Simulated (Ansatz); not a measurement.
# Rh: the cost of one run

Computed with Ansatz 0.2.0 (DFT PBEsol, scalar-relativistic, unless a step's input says otherwise).

**1. The structure to begin with**

It takes space group Fm-3m (No. 225, cubic). Conventional cell: a = 3.803 Å, b = 3.803 Å, c = 3.803 Å, α = 90.00°, β = 90.00°, γ = 90.00°. Rh (site symmetry m-3m) is surrounded by 12 Rh at 2.69 Å.

As a file:

```
CELL_PARAMETERS angstrom
0.00000 1.90155 1.90155
1.90155 0.00000 1.90155
1.90155 1.90155 0.00000
ATOMIC_POSITIONS crystal
Rh 0.00000 0.00000 0.00000
```

**2. The deformed structure**

Space group Fm-3m before, I4/mmm after.

**3. All-electron LAPW**

File input.yaml:

```yaml
crystal:
  lattice:
    - [0.0, 1.9205655, 1.90155]
    - [1.9205655, 0.0, 1.90155]
    - [1.9205655, 1.9205655, 0.0]
  atoms:
    - { symbol: Rh, position: [0.0, 0.0, 0.0] }
kpoints:
  mp_grid: { grid: [16, 16, 16] }
  band_path:
    path:
      - [0.0, 0.0, 0.0]
      - [0.0, 0.5, 0.5]
      - [0.25, 0.75, 0.5]
      - [0.0, 0.5, 0.0]
      - [0.0, 0.0, 0.0]
      - [0.5, 0.5, 0.0]
      - [0.3775125, 0.6224875, 0.0]
      - [-0.3775125, 0.3775125, 0.0]
      - [0.0, 0.0, 0.0]
    npoints: 5
scf:
  occupations: { method: fermi_dirac, width: 0.08 }
hamiltonian:
  xc: pbesol
  pseudopotentials: { kind: all_electron, lapw: { basis_error: 0.001 } }
output:
  forces: true
  stress: true
  eigenvalues: true
```

Launch:

```sh
> ansatz run input.yaml --threads 1 --pin off --max-ram 3072MiB --backend cpu --events-out ev --progress --plain --runs-dir out
```

**Question.** How long does this run take on 1 thread of Arm Neoverse V2, shared host, and how much memory does it need?

About 23 s, with a peak of 0.48 GiB.
